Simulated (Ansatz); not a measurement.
Born–Oppenheimer molecular dynamics of a periodic cell of 16 atoms, InSb (surface InSb(111)). It goes on from the last frame of an earlier run, with new velocities.

Method: DFT PBE, scalar-relativistic, plane waves, PAW (Ansatz 0.2.0). Settings: accuracy low, PAW set soft_1, cutoff 420 eV, k mesh 2x2x1, fermi-dirac smearing 0.15 eV, no spin polarisation.

- ensemble: NVT, Nosé–Hoover chain
- time step: 3 fs
- steps asked: 260
- set temperature: 1800 K
- thermostat: time constant 50 fs, chain length 1
- atoms held: 1, 3, 5, 7
- seed: 906573

Frames 6 fs apart, positions in Å, forces in eV/Å.

Velocities at 210 fs (Å/ps):

```
In 0.00 0.00 0.00
Sb 3.09 2.14 -0.43
In 0.00 0.00 0.00
Sb -5.82 4.11 9.10
In 0.00 0.00 0.00
Sb 1.85 -3.77 5.40
In 0.00 0.00 0.00
Sb -1.09 -3.03 -7.31
In -1.48 0.12 0.70
Sb -2.97 1.31 10.40
In 0.21 -0.69 3.59
Sb -4.14 4.08 -2.23
In -6.92 1.17 -1.17
Sb 2.17 -3.32 -4.16
In 2.47 6.38 1.01
Sb -1.68 5.66 1.32
```

```xyz
16
Lattice="9.1616 0.0000 0.0000 4.5808 7.9341 0.0000 0.0000 0.0000 15.6752" Properties=species:S:1:pos:R:3:forces:R:3 time_fs=210 energy_less_start_eV=1.012 T=2414
In 0.000 0.000 1.000 0.55 0.91 -0.42
Sb 3.097 1.514 3.366 -0.47 0.50 0.29
In 11.452 3.967 1.000 -0.18 -0.42 0.25
Sb 3.384 6.109 2.719 -0.37 -0.70 1.43
In 4.581 0.000 1.000 -0.12 -0.02 -0.10
Sb 6.558 1.100 3.148 0.41 -0.29 0.00
In 6.871 3.967 1.000 -0.16 -0.25 0.11
Sb 8.819 5.433 2.688 -0.04 -0.14 0.54
In 7.502 6.051 5.699 0.18 -0.34 -0.92
Sb 9.347 7.017 7.562 0.75 -0.91 0.37
In 5.030 1.378 6.120 -0.14 0.89 -0.90
Sb 5.954 3.800 4.119 -0.12 0.67 0.23
In 2.805 5.716 6.208 -1.01 -0.53 -0.19
Sb 5.015 7.398 6.020 0.46 -0.97 0.75
In -0.086 1.653 4.610 -0.81 0.92 -1.49
Sb 2.135 2.619 5.948 1.07 0.66 0.07
16
Lattice="9.1616 0.0000 0.0000 4.5808 7.9341 0.0000 0.0000 0.0000 15.6752" Properties=species:S:1:pos:R:3:forces:R:3 time_fs=216 energy_less_start_eV=0.886 T=2443
In 0.000 0.000 1.000 0.49 0.79 -0.34
Sb 3.115 1.527 3.364 -0.46 0.55 0.35
In 11.452 3.967 1.000 -0.14 -0.37 0.28
Sb 3.349 6.133 2.775 -0.33 -0.63 1.38
In 4.581 0.000 1.000 -0.10 -0.01 -0.08
Sb 6.570 1.077 3.180 0.35 -0.19 0.05
In 6.871 3.967 1.000 -0.23 -0.30 0.07
Sb 8.813 5.415 2.645 0.02 -0.09 0.60
In 7.494 6.051 5.702 0.40 -0.36 -0.78
Sb 9.331 7.023 7.625 0.64 -0.89 0.13
In 5.031 1.376 6.140 -0.15 0.82 -0.89
Sb 5.929 3.825 4.106 -0.11 0.56 0.16
In 2.763 5.723 6.201 -0.88 -0.41 -0.19
Sb 5.029 7.377 5.996 0.17 -0.78 0.53
In -0.072 1.692 4.614 -0.81 0.70 -1.36
Sb 2.127 2.654 5.956 1.13 0.60 0.08
16
Lattice="9.1616 0.0000 0.0000 4.5808 7.9341 0.0000 0.0000 0.0000 15.6752" Properties=species:S:1:pos:R:3:forces:R:3 time_fs=222 energy_less_start_eV=0.765 T=2443
In 0.000 0.000 1.000 0.43 0.68 -0.24
Sb 3.131 1.542 3.363 -0.44 0.60 0.40
In 11.452 3.967 1.000 -0.11 -0.33 0.30
Sb 3.313 6.154 2.835 -0.26 -0.57 1.33
In 4.581 0.000 1.000 -0.09 0.01 -0.06
Sb 6.582 1.054 3.212 0.28 -0.09 0.08
In 6.871 3.967 1.000 -0.30 -0.35 0.03
Sb 8.806 5.397 2.604 0.10 -0.02 0.66
In 7.486 6.050 5.702 0.61 -0.39 -0.64
Sb 9.316 7.027 7.687 0.56 -0.85 -0.12
In 5.031 1.375 6.157 -0.15 0.73 -0.84
Sb 5.904 3.851 4.094 -0.11 0.44 0.09
In 2.718 5.728 6.193 -0.76 -0.28 -0.17
Sb 5.043 7.354 5.974 -0.13 -0.56 0.32
In -0.061 1.734 4.614 -0.77 0.48 -1.21
Sb 2.122 2.689 5.964 1.14 0.51 0.09
16
Lattice="9.1616 0.0000 0.0000 4.5808 7.9341 0.0000 0.0000 0.0000 15.6752" Properties=species:S:1:pos:R:3:forces:R:3 time_fs=228 energy_less_start_eV=0.663 T=2407
In 0.000 0.000 1.000 0.35 0.57 -0.14
Sb 3.146 1.559 3.363 -0.43 0.64 0.42
In 11.452 3.967 1.000 -0.08 -0.30 0.33
Sb 3.277 6.174 2.897 -0.17 -0.54 1.26
In 4.581 0.000 1.000 -0.07 0.02 -0.04
Sb 6.595 1.031 3.244 0.19 0.03 0.09
In 6.871 3.967 1.000 -0.39 -0.40 -0.01
Sb 8.800 5.379 2.566 0.19 0.05 0.71
In 7.481 6.048 5.701 0.81 -0.42 -0.51
Sb 9.303 7.029 7.748 0.50 -0.79 -0.36
In 5.032 1.377 6.171 -0.16 0.62 -0.78
Sb 5.879 3.879 4.082 -0.10 0.33 0.03
In 2.671 5.732 6.185 -0.63 -0.15 -0.15
Sb 5.056 7.329 5.953 -0.42 -0.33 0.12
In -0.053 1.775 4.610 -0.70 0.28 -1.06
Sb 2.120 2.726 5.972 1.12 0.40 0.09
16
Lattice="9.1616 0.0000 0.0000 4.5808 7.9341 0.0000 0.0000 0.0000 15.6752" Properties=species:S:1:pos:R:3:forces:R:3 time_fs=234 energy_less_start_eV=0.587 T=2333
In 0.000 0.000 1.000 0.28 0.47 -0.03
Sb 3.159 1.576 3.364 -0.41 0.67 0.43
In 11.452 3.967 1.000 -0.06 -0.27 0.35
Sb 3.242 6.191 2.961 -0.06 -0.54 1.16
In 4.581 0.000 1.000 -0.06 0.03 -0.01
Sb 6.608 1.008 3.275 0.08 0.18 0.09
In 6.871 3.967 1.000 -0.49 -0.46 -0.06
Sb 8.795 5.361 2.531 0.29 0.13 0.76
In 7.479 6.045 5.698 0.99 -0.44 -0.38
Sb 9.292 7.028 7.806 0.46 -0.72 -0.59
In 5.031 1.381 6.183 -0.17 0.50 -0.71
Sb 5.855 3.906 4.071 -0.10 0.21 -0.02
In 2.624 5.735 6.177 -0.52 -0.01 -0.11
Sb 5.067 7.305 5.933 -0.69 -0.13 -0.05
In -0.047 1.817 4.603 -0.61 0.12 -0.92
Sb 2.121 2.763 5.980 1.07 0.26 0.08
16
Lattice="9.1616 0.0000 0.0000 4.5808 7.9341 0.0000 0.0000 0.0000 15.6752" Properties=species:S:1:pos:R:3:forces:R:3 time_fs=240 energy_less_start_eV=0.540 T=2226
In 0.000 0.000 1.000 0.20 0.38 0.08
Sb 3.171 1.595 3.367 -0.39 0.70 0.43
In 11.452 3.967 1.000 -0.04 -0.24 0.37
Sb 3.207 6.207 3.027 0.07 -0.58 1.03
In 4.581 0.000 1.000 -0.05 0.04 0.02
Sb 6.622 0.987 3.305 -0.03 0.34 0.08
In 6.871 3.967 1.000 -0.59 -0.51 -0.11
Sb 8.791 5.345 2.499 0.39 0.21 0.82
In 7.479 6.040 5.694 1.14 -0.47 -0.27
Sb 9.283 7.025 7.861 0.44 -0.65 -0.80
In 5.030 1.386 6.192 -0.18 0.39 -0.62
Sb 5.831 3.934 4.059 -0.11 0.11 -0.06
In 2.577 5.739 6.168 -0.43 0.12 -0.05
Sb 5.077 7.280 5.914 -0.92 0.05 -0.19
In -0.042 1.857 4.593 -0.50 0.00 -0.78
Sb 2.125 2.800 5.989 0.99 0.09 0.06
16
Lattice="9.1616 0.0000 0.0000 4.5808 7.9341 0.0000 0.0000 0.0000 15.6752" Properties=species:S:1:pos:R:3:forces:R:3 time_fs=246 energy_less_start_eV=0.522 T=2093
In 0.000 0.000 1.000 0.14 0.30 0.18
Sb 3.181 1.616 3.370 -0.36 0.73 0.42
In 11.452 3.967 1.000 -0.02 -0.21 0.39
Sb 3.174 6.220 3.094 0.21 -0.65 0.88
In 4.581 0.000 1.000 -0.04 0.06 0.04
Sb 6.634 0.968 3.335 -0.16 0.53 0.06
In 6.871 3.967 1.000 -0.69 -0.56 -0.15
Sb 8.787 5.329 2.471 0.49 0.29 0.87
In 7.482 6.035 5.689 1.24 -0.48 -0.18
Sb 9.275 7.020 7.912 0.43 -0.57 -0.98
In 5.029 1.392 6.199 -0.19 0.29 -0.54
Sb 5.807 3.961 4.048 -0.11 0.01 -0.09
In 2.530 5.742 6.160 -0.35 0.24 0.03
Sb 5.083 7.257 5.894 -1.09 0.19 -0.30
In -0.040 1.897 4.582 -0.37 -0.08 -0.65
Sb 2.132 2.836 5.997 0.89 -0.09 0.03
16
Lattice="9.1616 0.0000 0.0000 4.5808 7.9341 0.0000 0.0000 0.0000 15.6752" Properties=species:S:1:pos:R:3:forces:R:3 time_fs=252 energy_less_start_eV=0.526 T=1946
In 0.000 0.000 1.000 0.08 0.24 0.28
Sb 3.190 1.638 3.375 -0.34 0.74 0.40
In 11.452 3.967 1.000 0.00 -0.18 0.41
Sb 3.143 6.231 3.160 0.35 -0.74 0.70
In 4.581 0.000 1.000 -0.03 0.07 0.07
Sb 6.646 0.950 3.364 -0.28 0.72 0.02
In 6.871 3.967 1.000 -0.78 -0.61 -0.20
Sb 8.786 5.315 2.445 0.59 0.35 0.93
In 7.490 6.028 5.684 1.29 -0.47 -0.09
Sb 9.268 7.014 7.958 0.43 -0.51 -1.15
In 5.027 1.399 6.205 -0.20 0.21 -0.47
Sb 5.784 3.987 4.037 -0.12 -0.08 -0.12
In 2.483 5.746 6.152 -0.30 0.36 0.14
Sb 5.087 7.235 5.875 -1.20 0.29 -0.38
In -0.039 1.935 4.569 -0.25 -0.12 -0.53
Sb 2.142 2.870 6.005 0.78 -0.28 -0.01
16
Lattice="9.1616 0.0000 0.0000 4.5808 7.9341 0.0000 0.0000 0.0000 15.6752" Properties=species:S:1:pos:R:3:forces:R:3 time_fs=258 energy_less_start_eV=0.545 T=1795
In 0.000 0.000 1.000 0.03 0.18 0.36
Sb 3.197 1.661 3.380 -0.32 0.76 0.39
In 11.452 3.967 1.000 0.01 -0.15 0.43
Sb 3.113 6.240 3.227 0.49 -0.84 0.50
In 4.581 0.000 1.000 -0.02 0.08 0.09
Sb 6.656 0.936 3.392 -0.39 0.92 -0.02
In 6.871 3.967 1.000 -0.87 -0.65 -0.24
Sb 8.786 5.302 2.424 0.68 0.41 0.98
In 7.500 6.020 5.679 1.28 -0.45 -0.03
Sb 9.263 7.007 8.000 0.43 -0.45 -1.28
In 5.024 1.406 6.208 -0.21 0.14 -0.39
Sb 5.761 4.011 4.026 -0.13 -0.16 -0.13
In 2.437 5.751 6.145 -0.27 0.46 0.27
Sb 5.086 7.215 5.855 -1.25 0.35 -0.45
In -0.038 1.971 4.554 -0.12 -0.13 -0.43
Sb 2.153 2.902 6.013 0.68 -0.48 -0.04
16
Lattice="9.1616 0.0000 0.0000 4.5808 7.9341 0.0000 0.0000 0.0000 15.6752" Properties=species:S:1:pos:R:3:forces:R:3 time_fs=264 energy_less_start_eV=0.573 T=1650
In 0.000 0.000 1.000 -0.02 0.14 0.42
Sb 3.204 1.685 3.387 -0.30 0.76 0.37
In 11.452 3.967 1.000 0.02 -0.13 0.44
Sb 3.086 6.246 3.292 0.62 -0.92 0.27
In 4.581 0.000 1.000 -0.02 0.09 0.12
Sb 6.665 0.924 3.419 -0.49 1.09 -0.07
In 6.871 3.967 1.000 -0.95 -0.67 -0.27
Sb 8.788 5.291 2.405 0.75 0.45 1.02
In 7.515 6.011 5.674 1.22 -0.41 0.02
Sb 9.260 6.999 8.036 0.44 -0.40 -1.39
In 5.021 1.413 6.211 -0.22 0.09 -0.32
Sb 5.739 4.035 4.016 -0.14 -0.23 -0.14
In 2.392 5.758 6.139 -0.26 0.55 0.44
Sb 5.083 7.196 5.834 -1.22 0.38 -0.49
In -0.038 2.005 4.540 0.00 -0.13 -0.34
Sb 2.165 2.932 6.020 0.57 -0.67 -0.07
16
Lattice="9.1616 0.0000 0.0000 4.5808 7.9341 0.0000 0.0000 0.0000 15.6752" Properties=species:S:1:pos:R:3:forces:R:3 time_fs=270 energy_less_start_eV=0.600 T=1520
In 0.000 0.000 1.000 -0.05 0.11 0.48
Sb 3.209 1.711 3.394 -0.27 0.76 0.35
In 11.452 3.967 1.000 0.04 -0.10 0.45
Sb 3.062 6.249 3.356 0.73 -0.97 0.02
In 4.581 0.000 1.000 -0.01 0.10 0.14
Sb 6.673 0.916 3.445 -0.57 1.23 -0.13
In 6.871 3.967 1.000 -1.01 -0.69 -0.30
Sb 8.792 5.282 2.391 0.81 0.48 1.05
In 7.532 6.001 5.669 1.13 -0.36 0.06
Sb 9.258 6.990 8.068 0.44 -0.35 -1.48
In 5.018 1.420 6.212 -0.23 0.05 -0.26
Sb 5.718 4.057 4.005 -0.16 -0.29 -0.15
In 2.348 5.765 6.134 -0.28 0.60 0.63
Sb 5.076 7.179 5.813 -1.15 0.38 -0.51
In -0.038 2.038 4.524 0.10 -0.11 -0.27
Sb 2.179 2.959 6.027 0.48 -0.84 -0.09
16
Lattice="9.1616 0.0000 0.0000 4.5808 7.9341 0.0000 0.0000 0.0000 15.6752" Properties=species:S:1:pos:R:3:forces:R:3 time_fs=276 energy_less_start_eV=0.620 T=1409
In 0.000 0.000 1.000 -0.07 0.09 0.52
Sb 3.213 1.738 3.402 -0.25 0.75 0.32
In 11.452 3.967 1.000 0.05 -0.08 0.46
Sb 3.040 6.250 3.417 0.84 -0.97 -0.26
In 4.581 0.000 1.000 0.00 0.11 0.16
Sb 6.678 0.911 3.469 -0.63 1.33 -0.19
In 6.871 3.967 1.000 -1.05 -0.69 -0.31
Sb 8.798 5.274 2.379 0.85 0.49 1.07
In 7.552 5.990 5.665 1.00 -0.31 0.08
Sb 9.257 6.980 8.094 0.44 -0.31 -1.54
In 5.014 1.428 6.212 -0.23 0.01 -0.20
Sb 5.696 4.077 3.994 -0.17 -0.35 -0.15
In 2.305 5.775 6.131 -0.33 0.63 0.85
Sb 5.066 7.163 5.791 -1.02 0.36 -0.52
In -0.037 2.070 4.508 0.19 -0.08 -0.21
Sb 2.193 2.982 6.033 0.39 -0.98 -0.10
```

Of the whole run (780 fs, mean temperature of the second half 1877 K): The conserved energy stayed within 0.16 meV per atom of its start (net change 0.12 meV per atom), so the integration is sound. A run of 0.78 ps of so small a system gives no equilibrium averages. Limits of this set-up: coarse k mesh, thin slab, slab without dipole correction, a typed lattice constant that wasn't relaxed here, low accuracy level.

The run took 29 min on 4 threads of Arm Neoverse V2, with other jobs on the host, peak memory 3.1 GiB.
